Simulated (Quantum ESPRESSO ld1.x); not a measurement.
# Sr²⁵⁺ in [Ne] 3s2 3p1: an all-electron calculation

Aim: the levels, the sizes of the orbitals and the parts of the energy of the strontium ion Sr25+.

The numbers are computed with Quantum ESPRESSO ld1.x 7.5 (scalar-relativistic Kohn-Sham, LDA (Slater exchange, Perdew-Zunger correlation), spin-polarised, spherical densities, point nucleus; open shells are filled with parallel spins first), except any that are marked as measured or tabulated.

## Step 1: What is computed

- element: strontium (Z = 38)
- charge: +25
- electrons: 13
- configuration: [Ne] 3s2 3p1

Outer shells as boxes (Hund's rule):

Sr²⁵⁺
```
[Ne] core
3s [↑↓]
3p [↑ ][  ][  ]
```

## Step 2: Self-consistent calculation

File ld1.in:

```fortran
 &input
    zed=38.0,
    iswitch=1,
    rel=1,
    lsd=1,
    dft='PZ',
    config='[Ne] 3s2 3p1',
    verbosity='high',
    prefix='ld1',
    max_out_wfc=37,
    file_charge='ld1.rho',
 /
```

**Question.** What will this run give?

As calculated:

| quantity | value |
| --- | --- |
| total energy | -2754.4023 hartree |
| exchange-correlation share of it | 2.34 % |
| −T/E | 1.0290 |
| highest occupied level | 3p up, -1185.4 eV |
| most extended occupied level | 3s down, <r> = 0.421 bohr |
| radius at density 0.001 e/bohr³ | 1.07 bohr |
| maxima of the radial density | 2 |
| ionisation energy, NIST | 1211 (semi-emp.) eV |

3 principal shells are occupied and 2 maxima appear in the radial density; where shells overlap, one shows as a shoulder or not at all. Relativity lifts −T/E to 1.029. The top level binds by 1185.4 eV, 98 % of the NIST ionisation energy of 1211 eV. Open shells are spherical and high-spin; term and fine-structure splittings are not resolved.
